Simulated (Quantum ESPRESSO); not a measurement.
Runs of Quantum ESPRESSO 7.5 on TaF3. The structure is cubic, space group Pm-3m (No. 221). The conventional cell has a = 3.901 Å, b = 3.901 Å, c = 3.901 Å, α = 90.00°, β = 90.00°, γ = 90.00°. Ta (site symmetry m-3m) is surrounded by 6 F at 1.95 Å. F (site symmetry 4/mmm) has 2 Ta at 1.95 Å as nearest neighbours. 

```csv
task,level,potentials or basis,cell,k mesh,cutoff (eV),SCF threshold,form of the LDA correlation,symmetry,gap on the mesh (eV),pressure (GPa)
single point,PBEsol,GBRV 1.5 PBEsol,"atoms moved at random, drawn with an rms of 0.05 Å",7 × 7 × 7,762,8e-10 Ry,-,-,none,21.4
band structure,PBEsol,GBRV 1.5 PBEsol,as given,7 × 7 × 7,762,8e-10 Ry,-,-,none,20.8
single point,PBEsol,GBRV 1.5 PBEsol,as given,7 × 7 × 7,762,8e-10 Ry,-,-,none,20.8
band structure,LDA,GBRV 1.5 LDA,as given,7 × 7 × 7,762,8e-10 Ry,PZ81,-,none,15.9
band structure,r2SCAN,SG15 PBE 1.2,as given,5 × 5 × 5,1197,1e-08 Ry,-,off,none,(a)
```

Alike in all rows: no spin polarisation; smearing fermi-dirac 0.05 eV.

**Question.** Fill in the values left out.

**Answer.** (a) 16.7.

Caveats: so large a pressure means that the cell lies far from this level's equilibrium, or that cutoff or potentials fall short (some runs); spin-orbit coupling is left out, which moves the levels of the heavy elements (some runs); the potentials were made for another functional, which shifts forces and pressure (some runs).

A k mesh can miss the band edges, and the runs leave out spin-orbit coupling on Ta.

A gap of «none» marks a metal or a gap under the smearing width.

The runs don't all hold the same shells in valence.
